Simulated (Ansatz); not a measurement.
**C₂H₃Al₂Cl: geometry and vibrations**

The task is to find a stationary geometry of C₂H₃Al₂Cl, check the end point by its vibrations and derive ideal-gas thermochemistry, and look at its orbitals and charge.

Computed with Ansatz 0.2.0, Gaussian basis. Level: RKS PBE0-D4/def2-TZVP.

The runs, in order: relaxation at PBE-D4/def2-SVP; relaxation at PBE0-D4/def2-TZVP; harmonic vibrations at the same level; a single point in def2-TZVPP for the fields.

### Step 1. Where the work starts

SMILES `C#[C][Al]([AlH2])[Cl]`, 8 atoms, charge 0, spin multiplicity 1.

Atoms are counted from 1 here; the program's logs count them from 0.

Bond lengths: C1–C2 1.209 Å, C1–H6 1.065 Å, C2–Al3 1.953 Å, Al3–Al4 2.456 Å, Al3–Cl5 2.213 Å, Al4–H7 1.595 Å, Al4–H8 1.597 Å. Angles: C2–C1–H6 172.6°, C1–C2–Al3 177.5°, C2–Al3–Al4 119.7°, C2–Al3–Cl5 120.2°, Al4–Al3–Cl5 119.9°, Al3–Al4–H7 120.5°, Al3–Al4–H8 119.9°, H7–Al4–H8 119.2°.

The start is a force-field geometry with small random shifts, so a cheaper pass at PBE-D4/def2-SVP comes first.

### Step 2. Relaxation at PBE-D4/def2-SVP (cheap first pass)

Contents of in.yaml:

```yaml
crystal:
  periodic: [false, false, false]
  atoms:
    - {symbol: C, position_ang: [0.291500, 1.432200, 2.354100]}
    - {symbol: C, position_ang: [0.195800, 1.119800, 1.190500]}
    - {symbol: Al, position_ang: [0.096500, 0.552300, -0.675100]}
    - {symbol: Al, position_ang: [-0.287300, -1.814100, -1.210300]}
    - {symbol: Cl, position_ang: [0.486800, 2.002300, -2.301100]}
    - {symbol: H, position_ang: [0.281100, 1.804200, 3.351700]}
    - {symbol: H, position_ang: [-0.392900, -2.295100, -2.727200]}
    - {symbol: H, position_ang: [-0.579300, -2.858700, -0.038500]}
basis:
  gaussian: {orbitals: def2-SVP}
hamiltonian: {xc: pbe, dispersion: d4}
relax: {f_tol: 0.03, max_steps: 200}
```

Command:

```sh
> ansatz run in.yaml --threads 2 --pin off --events-out ev --progress --plain --max-ram 4352MiB
```

Log, cut to the lines that bear on the results:

```text
Functional definition: PBE
  name "PBE"
  cite "Perdew, Burke & Ernzerhof, Phys. Rev. Lett. 77, 3865 (1996) doi:10.1103/PhysRevLett.77.3865"
  parent pbe
[...]
1071 factors; their error is unknown
[...]
mean field -27813.49943640 eV, -1022.1272516208 hartree, gradient 3.2e-5 eV, S^2 0.000000; 0 other end points of the search recorded, 0 dependent functions left out
[...]
reference -27813.49948056 eV, -1022.1272532434 hartree; 29, 29 occupied and 68, 68 virtual orbitals, 1071 factors
relax step   1: F+E_penalty+E_count = -27813.67996363 eV  Δ(F+E_penalty+E_count) = +0.000e0 eV  max|allowed force component| = 3.125e0 eV/Å  Δτ_max = 0.0000 Å  (28 SCF iters, accepted)
[...]
relax step   5: F+E_penalty+E_count = -27813.88737631 eV  Δ(F+E_penalty+E_count) = -3.410e-3 eV  max|allowed force component| = 7.224e-2 eV/Å  Δτ_max = 0.0196 Å  (29 SCF iters, accepted)
[...]
relax step   6: F+E_penalty+E_count = -27813.88834411 eV  Δ(F+E_penalty+E_count) = -9.678e-4 eV  max|allowed force component| = 9.213e-3 eV/Å  Δτ_max = 0.0132 Å  (28 SCF iters, accepted)
1071 factors; their error is unknown
[...]
mean field -27813.70925615 eV, -1022.1349623541 hartree, gradient 1.3e-5 eV, S^2 0.000000; 1 other end points of the search recorded, 0 dependent functions left out
[...]
reference -27813.70930095 eV, -1022.1349640006 hartree; 29, 29 occupied and 68, 68 virtual orbitals, 1071 factors
Total energy: -27813.88838891 eV, -1022.1415453618 hartree
Atom 0 at     0.270734     1.557213     2.355427 Å, force    -0.000206     0.001500    -0.005928 eV/Å
Atom 1 at     0.228868     1.218948     1.168815 Å, force     0.002485     0.005099     0.009213 eV/Å
Atom 2 at     0.141256     0.561965    -0.630342 Å, force    -0.000176    -0.002914     0.000929 eV/Å
Atom 3 at    -0.342517    -1.902104    -1.265246 Å, force     0.000125     0.005952     0.001860 eV/Å
Atom 4 at     0.477419     2.013950    -2.152363 Å, force    -0.000215     0.000758     0.001483 eV/Å
Atom 5 at     0.309880     1.865336     3.393549 Å, force    -0.001074    -0.002923    -0.004559 eV/Å
Atom 6 at    -0.404163    -2.366074    -2.800428 Å, force    -0.000642    -0.003430    -0.000183 eV/Å
Atom 7 at    -0.589277    -3.006334    -0.125312 Å, force    -0.000296    -0.004041    -0.002814 eV/Å
Dipole moment:    -0.043257    -0.177329     0.292009 e Å
```

It took 9 s on 2 threads of Intel Xeon Platinum 8488C, shared host.

Along the way:

| step | energy from step 1 (eV) | largest force component (eV/Å) |
| --- | --- | --- |
| 1 | 0.0000 | 3.1250 |
| 2 | -0.1881 | 0.2395 |
| 3 | -0.2013 | 0.1985 |
| 4 | -0.2040 | 0.1575 |
| 5 | -0.2074 | 0.0722 |
| 6 | -0.2084 | 0.0092 |

Close pairs (by a distance rule), those that changed most:

| bond | before (Å) | after (Å) | change (Å) |
| --- | --- | --- | --- |
| Al3–Al4 | 2.456 | 2.590 | +0.134 |
| Al3–Cl5 | 2.213 | 2.130 | -0.083 |
| C2–Al3 | 1.953 | 1.917 | -0.035 |
| C1–C2 | 1.209 | 1.235 | +0.026 |
| C1–H6 | 1.065 | 1.084 | +0.019 |
| Al4–H7 | 1.595 | 1.605 | +0.010 |
| Al4–H8 | 1.597 | 1.606 | +0.009 |

### Step 3. Relaxation at PBE0-D4/def2-TZVP

Contents of in.yaml:

```yaml
crystal:
  periodic: [false, false, false]
  atoms:
    - {symbol: C, position_ang: [0.270734, 1.557213, 2.355427]}
    - {symbol: C, position_ang: [0.228868, 1.218948, 1.168815]}
    - {symbol: Al, position_ang: [0.141256, 0.561965, -0.630342]}
    - {symbol: Al, position_ang: [-0.342517, -1.902104, -1.265246]}
    - {symbol: Cl, position_ang: [0.477419, 2.013950, -2.152363]}
    - {symbol: H, position_ang: [0.309880, 1.865336, 3.393549]}
    - {symbol: H, position_ang: [-0.404163, -2.366074, -2.800428]}
    - {symbol: H, position_ang: [-0.589277, -3.006334, -0.125312]}
basis:
  gaussian: {orbitals: def2-TZVP}
hamiltonian: {xc: pbe0, dispersion: d4}
relax: {f_tol: 0.005, max_steps: 150}
```

The command is unchanged.

Log, cut to the lines that bear on the results:

```text
Functional definition: PBE0
  name "PBE0"
  cite "Adamo & Barone, J. Chem. Phys. 110, 6158 (1999) doi:10.1063/1.478522"
  cite "Perdew, Burke & Ernzerhof, Phys. Rev. Lett. 77, 3865 (1996) doi:10.1103/PhysRevLett.77.3865"
  parent pbe
[...]
1318 factors; their error is unknown
[...]
mean field -27827.50746218 eV, -1022.6420370730 hartree, gradient 3.0e-5 eV, S^2 0.000000; 0 other end points of the search recorded, 0 dependent functions left out
[...]
reference -27827.50750179 eV, -1022.6420385288 hartree; 29, 29 occupied and 162, 162 virtual orbitals, 1318 factors
relax step   1: F+E_penalty+E_count = -27827.66355688 eV  Δ(F+E_penalty+E_count) = +0.000e0 eV  max|allowed force component| = 1.881e0 eV/Å  Δτ_max = 0.0000 Å  (29 SCF iters, accepted)
[...]
reference -27827.54725188 eV, -1022.6434993175 hartree; 29, 29 occupied and 162, 162 virtual orbitals, 1318 factors
Total energy: -27827.70469745 eV, -1022.6492853356 hartree
Atom 0 at     0.270508     1.559865     2.333356 Å, force     0.000016    -0.002632     0.000847 eV/Å
Atom 1 at     0.230706     1.215545     1.172725 Å, force    -0.000620     0.001794     0.002800 eV/Å
Atom 2 at     0.141854     0.554874    -0.610931 Å, force     0.000456     0.000557    -0.000719 eV/Å
Atom 3 at    -0.343150    -1.903045    -1.261264 Å, force     0.000468     0.000547    -0.000143 eV/Å
Atom 4 at     0.475403     1.995515    -2.111630 Å, force     0.000129    -0.000400    -0.000803 eV/Å
Atom 5 at     0.307681     1.872063     3.352907 Å, force     0.000037     0.000846    -0.002079 eV/Å
Atom 6 at    -0.407987    -2.342771    -2.786982 Å, force    -0.000615    -0.000385     0.001377 eV/Å
Atom 7 at    -0.582816    -3.009146    -0.144080 Å, force     0.000129    -0.000327    -0.001281 eV/Å
Dipole moment:    -0.051608    -0.213297     0.297289 e Å
```

It took 30 s on 2 threads of Intel Xeon Platinum 8488C, shared host; peak memory 0.51 GiB.

The steps of the relaxation:

| step | energy from step 1 (eV) | largest force component (eV/Å) |
| --- | --- | --- |
| 1 | 0.0000 | 1.8808 |
| 2 | -0.0402 | 0.1495 |
| 3 | -0.0409 | 0.0455 |
| 4 | -0.0411 | 0.0064 |
| 5 | -0.0411 | 0.0032 |
| 6 | -0.0411 | 0.0028 |

The force was under the threshold of 0.005 eV/Å already at step 5, but the program went on to step 6.

Distances of close pairs at the start and the end, largest changes first:

| bond | before (Å) | after (Å) | change (Å) |
| --- | --- | --- | --- |
| Al3–Cl5 | 2.130 | 2.107 | -0.023 |
| C1–C2 | 1.235 | 1.211 | -0.023 |
| C1–H6 | 1.084 | 1.067 | -0.017 |
| Al4–H8 | 1.606 | 1.590 | -0.016 |
| Al4–H7 | 1.605 | 1.589 | -0.016 |
| C2–Al3 | 1.917 | 1.904 | -0.013 |
| Al3–Al4 | 2.590 | 2.588 | -0.002 |

Mulliken charges at the end point, from the run's report:

| atom | value (e) |
| --- | --- |
| C1 | -0.10 |
| C2 | -0.28 |
| Al3 | 0.41 |
| Al4 | 0.22 |
| Cl5 | -0.25 |
| H6 | 0.18 |
| H7 | -0.08 |
| H8 | -0.09 |

### Step 4. Harmonic vibrations

Contents of in.yaml:

```yaml
crystal:
  periodic: [false, false, false]
  atoms:
    - {symbol: C, position_ang: [0.270508, 1.559865, 2.333356]}
    - {symbol: C, position_ang: [0.230706, 1.215545, 1.172725]}
    - {symbol: Al, position_ang: [0.141854, 0.554874, -0.610931]}
    - {symbol: Al, position_ang: [-0.343150, -1.903045, -1.261264]}
    - {symbol: Cl, position_ang: [0.475403, 1.995515, -2.111630]}
    - {symbol: H, position_ang: [0.307681, 1.872063, 3.352907]}
    - {symbol: H, position_ang: [-0.407987, -2.342771, -2.786982]}
    - {symbol: H, position_ang: [-0.582816, -3.009146, -0.144080]}
basis:
  gaussian: {orbitals: def2-TZVP}
hamiltonian: {xc: pbe0, dispersion: d4}
phonons: {temperatures: {t_min: 298.15, t_max: 900, t_step: 200}}
```

Launched as before.

Log, cut to the lines that bear on the results:

```text
Functional definition: PBE0
  name "PBE0"
  cite "Adamo & Barone, J. Chem. Phys. 110, 6158 (1999) doi:10.1063/1.478522"
  cite "Perdew, Burke & Ernzerhof, Phys. Rev. Lett. 77, 3865 (1996) doi:10.1103/PhysRevLett.77.3865"
  parent pbe
[...]
1318 factors; their error is unknown
[...]
mean field -27827.54720837 eV, -1022.6434977185 hartree, gradient 2.8e-5 eV, S^2 0.000000; 0 other end points of the search recorded, 0 dependent functions left out
[...]
reference -27827.54724799 eV, -1022.6434991747 hartree; 29, 29 occupied and 162, 162 virtual orbitals, 1318 factors
[...]
1318 factors; their error is unknown
mean field -27827.54719186 eV, -1022.6434971118 hartree, gradient 2.3e-6 eV, S^2 0.000000; 0 other end points of the search recorded, 0 dependent functions left out
[...]
reference -27827.54723149 eV, -1022.6434985681 hartree; 29, 29 occupied and 162, 162 virtual orbitals, 1318 factors
[...]
1318 factors; their error is unknown
[...]
WARN: phonons: modes at or below zero, which the zero-point energy, F, S and C_V leave out: 1, the lowest at -77.99 cm⁻¹. A minimum has none, and a first-order saddle one
[...]
Total energy: -27827.70469356 eV, -1022.6492851926 hartree
Atom 0 at     0.270508     1.559865     2.333356 Å, force     0.000016    -0.002638     0.000819 eV/Å
Atom 1 at     0.230706     1.215545     1.172725 Å, force    -0.000620     0.001806     0.002845 eV/Å
Atom 2 at     0.141854     0.554874    -0.610931 Å, force     0.000475     0.000638    -0.000791 eV/Å
Atom 3 at    -0.343150    -1.903045    -1.261264 Å, force     0.000476     0.000565    -0.000132 eV/Å
Atom 4 at     0.475403     1.995515    -2.111630 Å, force     0.000110    -0.000493    -0.000755 eV/Å
Atom 5 at     0.307681     1.872063     3.352907 Å, force     0.000036     0.000851    -0.002054 eV/Å
Atom 6 at    -0.407987    -2.342771    -2.786982 Å, force    -0.000619    -0.000390     0.001357 eV/Å
Atom 7 at    -0.582816    -3.009146    -0.144080 Å, force     0.000126    -0.000341    -0.001288 eV/Å
Dipole moment:    -0.051608    -0.213297     0.297288 e Å
Vibrations: -77.99 68.56 104.93 108.75 234.37 270.84 313.02 394.54 527.47 529.50 616.09 718.88 753.83 773.90 1904.11 1918.09 2120.39 3455.08 cm⁻¹, zero-point energy 0.918248 eV
```

Wall time 2.4 min (2 threads of Intel Xeon Platinum 8488C, shared host); peak memory 0.5 GiB.

Motions are named by where the mode's potential energy lies. Wavenumbers, unscaled:

| mode | cm⁻¹ | motion |
| --- | --- | --- |
| 1 | -78 | torsion |
| 2 | 69 | bend |
| 3 | 105 | bend |
| 4 | 109 | bend with torsion |
| 5 | 234 | bend with torsion |
| 6 | 271 | bend |
| 7 | 313 | Al–Al stretch with bend |
| 8 | 395 | bend |
| 9 | 527 | torsion with out-of-plane bend |
| 10 | 530 | Al–Cl stretch |
| 11 | 616 | Al–C stretch |
| 12 | 719 | bend |
| 13 | 754 | bend |
| 14 | 774 | bend |
| 15 | 1904 | Al–H stretch |
| 16 | 1918 | Al–H stretch |
| 17 | 2120 | C–C stretch |
| 18 | 3455 | C–H stretch |

No thermochemistry is derived: a mode is imaginary or nearly free.

### Step 5. A single point for the fields

Edit in.yaml of step 4 so:

```diff
@@ -12,4 +12,4 @@
 basis:
-  gaussian: {orbitals: def2-TZVP}
+  gaussian: {orbitals: def2-TZVPP}
 hamiltonian: {xc: pbe0, dispersion: d4}
-phonons: {temperatures: {t_min: 298.15, t_max: 900, t_step: 200}}
+output: {orbitals: {seedname: orbitals}}
```

Same command.

Log:

```text
Functional definition: PBE0
  name "PBE0"
  cite "Adamo & Barone, J. Chem. Phys. 110, 6158 (1999) doi:10.1063/1.478522"
  cite "Perdew, Burke & Ernzerhof, Phys. Rev. Lett. 77, 3865 (1996) doi:10.1103/PhysRevLett.77.3865"
  parent pbe
  parameter a = 0.25
  parameter kappa = 0.804
  parameter beta = 0.06672455060314922
  exchange = (1 - a)*pbe_x(kappa = kappa, mu = beta*pi^2/3) + a*exact_x
  correlation = pbe_c(beta = beta)
1462 factors; their error is unknown
mean field evaluation 1: about -27821.6641 eV, gradient 4.8e1 eV
mean field evaluation 2: about -27811.2891 eV, gradient 7.1e1 eV
mean field evaluation 4: about -27827.1874 eV, gradient 1.2e1 eV
mean field evaluation 8: about -27827.5155 eV, gradient 1.4e-1 eV
mean field evaluation 16: about -27827.5720 eV, gradient 4.8e-5 eV
mean field -27827.57200237 eV, -1022.6444088813 hartree, gradient 4.8e-5 eV, S^2 0.000000; 0 other end points of the search recorded, 0 dependent functions left out
reference -27827.57204182 eV, -1022.6444103310 hartree; 29, 29 occupied and 201, 201 virtual orbitals, 1462 factors
Total energy: -27827.72948738 eV, -1022.6501963488 hartree
```

Run time: 3.4 s. Hardware: 2 threads of Intel Xeon Platinum 8488C, shared host; peak memory 0.58 GiB.

Orbitals, density, ELF and potential are computed afterwards from the orbital file.

Frontier orbitals at PBE0-D4/def2-TZVPP, with the share of their density that lies nearest to each atom:

| orbital | energy (eV) | lies on |
| --- | --- | --- |
| HOMO | -7.40 | Al3, Al4 about 29 % each; Cl5 11 %; H7, H8 about 10 % each |
| LUMO | -2.96 | Al3, Al4 about 37 % each; H7, H8 about 7 % each |

ELF in a plane through or near 8 of the atoms.

Ten even steps from '0' (0.00) to '9' (1.00):
```
0000000000000000000000000000
0000000000000000000000000000
0000000000124554200000000000
0000000001368888520000000000
0000000001586418730000000000
0000000000477228620000000000
0000011000147887200000000000
0003899411221101233321000000
0019999944881771876663100000
0029999921694335735875310000
0019999378179427727338872000
0005887057037313678459996000
0000002777751000356679994000
0000006999992000122235630000
0000018999993000000000000000
0000004999981000000000000000
0000000245310000000000000000
0000000000000000000000000000
0000000000000000000000000000
0000000000000000000000000000
```
The map spans 12.7 Å across and 11.1 Å up, centred on the molecule. Atoms in the plane (x, y in Å): C1 (2.8, -0.5), C2 (1.7, 0.1), Al3 (0.0, 0.8), Al4 (-2.2, -0.5), Cl5 (-0.1, 2.9), H6 (3.7, -1.0), H7 (-3.6, 0.2), H8 (-2.2, -2.1).

log10 of the density (e/Å³) in the same plane.

Ten even steps from ' ' (-4.0) to '@' (1.5):
```
                        ........                        
                    ..::------::::..                    
                  ::--====++++==--::..                  
                ..--==++**##****==--::..                
              ..::--==**##@@%%##++==--..                
          ......::--==**##@@%%##++==--::..              
      ..::::::::----==++**####**++==----::....          
    ..::--============++**##****++++======--::..        
  ..::--==++**++++++++**##@@@@********++++==--::..      
  ..::==++**##************####**##%%####**++==--::      
  ..::==++******%%@@##****++++**######%%@@##**==--..    
    ..--==++++**%%@@**++++====++****##########++--..    
    ..::--====++******++==------==++++******++==--..    
      ..::--==++####**++----::::----==========--::      
        ..::--++****++==--::......::::::::::::..        
        ..::::--======--::..          ..                
          ....::::::::::..                              
              ........                                  
                                                        
                                                        
```
The map spans 12.7 Å across and 11.1 Å up, centred on the molecule. Atoms in the plane (x, y in Å): C1 (2.8, -0.5), C2 (1.7, 0.1), Al3 (0.0, 0.8), Al4 (-2.2, -0.5), Cl5 (-0.1, 2.9), H6 (3.7, -1.0), H7 (-3.6, 0.2), H8 (-2.2, -2.1).

On the surface of density 0.002 e/bohr³ the electrostatic potential runs, from the 1st to the 99th percentile, from -0.77 V near C2 to 3.33 V near Al4.

### Step 6. Summary of results

```
                  quantity            value
               point group               Cs
                     steps            6 + 6
shift from the start (rms)          0.127 Å
              total energy   -27827.7047 eV
           dispersion term         -157 meV
             dipole moment           1.77 D
lowest, highest wavenumber   -78, 3455 cm⁻¹
                HOMO, LUMO  -7.40, -2.96 eV
```

**Reading.** The relaxed geometry lies 0.13 Å (rms) from the start; the bond that changed most is Al3–Al4, from 2.456 to 2.588 Å. 1 imaginary mode (down to -78 cm⁻¹): the end point is a saddle, not a minimum. The stiffest mode, 3455 cm⁻¹, is a C–H stretch. Harmonic hybrid wavenumbers usually lie a few per cent above measured fundamentals. The largest Mulliken charge, +0.41 e, sits on Al3. The HOMO lies mostly on Al3, Al4 about 29 % each; Cl5 11 % and the LUMO on Al3, Al4 about 37 % each; H7, H8 about 7 % each.
